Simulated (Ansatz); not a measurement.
# InH₃S₃: up Jacob's ladder to CCSD(T)

How much do the methods differ for InH₃S₃? The plan is to run it at one geometry with functionals of several rungs and with coupled cluster. The yardstick is the atomisation energy at the CCSD(T) limit.

Program: Ansatz 0.2.0, Gaussian basis. Level of theory: functionals in def2-TZVPP, the program's frozen cores in correlated methods. These are calculated values, not measurements.

Plan: LDA (SPW92), PBE-D4, revPBE-D4, BLYP-D4, r2SCAN-D4, B97M-V, PBE0-D4, B3LYP-D4, r2SCANh-D4, r2SCAN0-D4, HSE06-D4, BHLYP-D4, CAM-B3LYP-D4, LC-ωPBE, ωB97X-V, ωB97M-V, B2PLYP, PBE-QIDH; CCSD(T)/def2-SVP; CCSD(T)/def2-TZVPP; MP2/def2-QZVPP; extrapolation to the limit; RPA on PBE.

**1. The relaxed structure**

All runs share one geometry, relaxed beforehand with PBE0-D4 in a triple-zeta def2 set. In takes the def2 core potential; no spin-orbit term is included.

SMILES `[SH][In]([SH])[SH]`, 7 atoms, charge 0, spin multiplicity 1.

Atoms are counted from 1 here; the program's logs count them from 0.

Bond lengths: S1–In2 2.375 Å, S1–H5 1.344 Å, In2–S3 2.375 Å, In2–S4 2.375 Å, S3–H6 1.344 Å, S4–H7 1.344 Å. Angles: In2–S1–H5 93.3°, S1–In2–S3 120.0°, S1–In2–S4 120.0°, S3–In2–S4 120.0°, In2–S3–H6 93.3°, In2–S4–H7 93.3°.

**2. LDA**

This LDA is Slater exchange with PW92 correlation.

File in.yaml:

```yaml
crystal:
  periodic: [false, false, false]
  atoms:
    - {symbol: S, position_ang: [-2.098803, 0.456954, -0.997523]}
    - {symbol: In, position_ang: [0.008937, -0.005416, -0.004829]}
    - {symbol: S, position_ang: [0.115132, -0.901466, 2.192413]}
    - {symbol: S, position_ang: [2.009793, 0.428240, -1.209117]}
    - {symbol: H, position_ang: [-2.785424, 0.027834, 0.075155]}
    - {symbol: H, position_ang: [1.458201, -0.949971, 2.191401]}
    - {symbol: H, position_ang: [1.353463, 0.875725, -2.293201]}
basis:
  gaussian: {orbitals: def2-TZVPP}
hamiltonian: {xc: lda}
output: {orbitals: {seedname: orbitals}}
```

Launch:

```
ansatz run in.yaml --threads 4 --pin off --events-out ev --progress --plain --max-ram 10444MiB
```

Further steps of the session: PBE-D4 (GGA); revPBE-D4 (GGA); BLYP-D4 (GGA); r2SCAN-D4 (meta-GGA); B97M-V (meta-GGA); PBE0-D4 (hybrid); B3LYP-D4 (hybrid); r2SCANh-D4 (hybrid); r2SCAN0-D4 (hybrid); HSE06-D4 (hybrid); BHLYP-D4 (hybrid); CAM-B3LYP-D4 (range-separated); LC-ωPBE (range-separated); ωB97X-V (range-separated); ωB97M-V (range-separated); B2PLYP (double hybrid); PBE-QIDH (double hybrid); CCSD(T) in def2-SVP; CCSD(T) in def2-TZVPP; MP2 in def2-QZVPP; RPA on PBE orbitals.

Q: Predict the results of all the runs planned. Wanted: atomisation energy, CCSD(T)/CBS; farthest beyond LDA; mean size of error, GGA; mean size of error, meta-GGA; mean size of error, hybrid; mean size of error, range-separated; mean size of error, double hybrid; gap, smallest and largest; T1 diagnostic.

The runs gave:

```
                               quantity                                            value
        atomisation energy, CCSD(T)/CBS                                        19.719 eV
    functionals within 0.197 eV (1.0 %)  PBE-D4, r2SCAN-D4, r2SCANh-D4, ωB97X-V, ωB97M-V
                    farthest beyond LDA                             BHLYP-D4 (-0.946 eV)
                mean size of error, GGA                                         0.410 eV
           mean size of error, meta-GGA                                         0.135 eV
             mean size of error, hybrid                                         0.393 eV
    mean size of error, range-separated                                         0.318 eV
      mean size of error, double hybrid                                         0.525 eV
              gap, smallest and largest        3.69 eV (LDA (SPW92)), 10.79 eV (LC-ωPBE)
                          T1 diagnostic                                           0.0136
triples share of the correlation energy                                            4.2 %
```

The LDA atomisation energy is off by 2.969 eV (15 %): it overbinds. PBE-D4 misses by +0.054 eV. Double hybrids carry the basis error of their MP2 part in triple zeta, and no dispersion term here, so their miss is partly the set-up's. Taken by rung, meta-GGA functionals do best (0.135 eV on average) and double hybrid ones worst beyond LDA (0.525 eV). Misses under about 0.197 eV are within the doubt on the reference itself, which lacks core-valence correlation, spin-orbit coupling and higher excitations, and its outer-core shells are covered unevenly. All levels share the lack of spin-orbit coupling, which lowers the free heavy atoms and so the true binding. Hartree-Fock recovers 68 % of the binding; the rest is correlation. CCSD(T) in def2-SVP is off by -2.062 eV, more than most functionals: a good method in a small basis is no reference. The gap grows from 3.7 to 10.8 eV across the functionals, mostly with the share of exact exchange. Correlated methods include outer-core shells of In, which these sets cover unevenly.
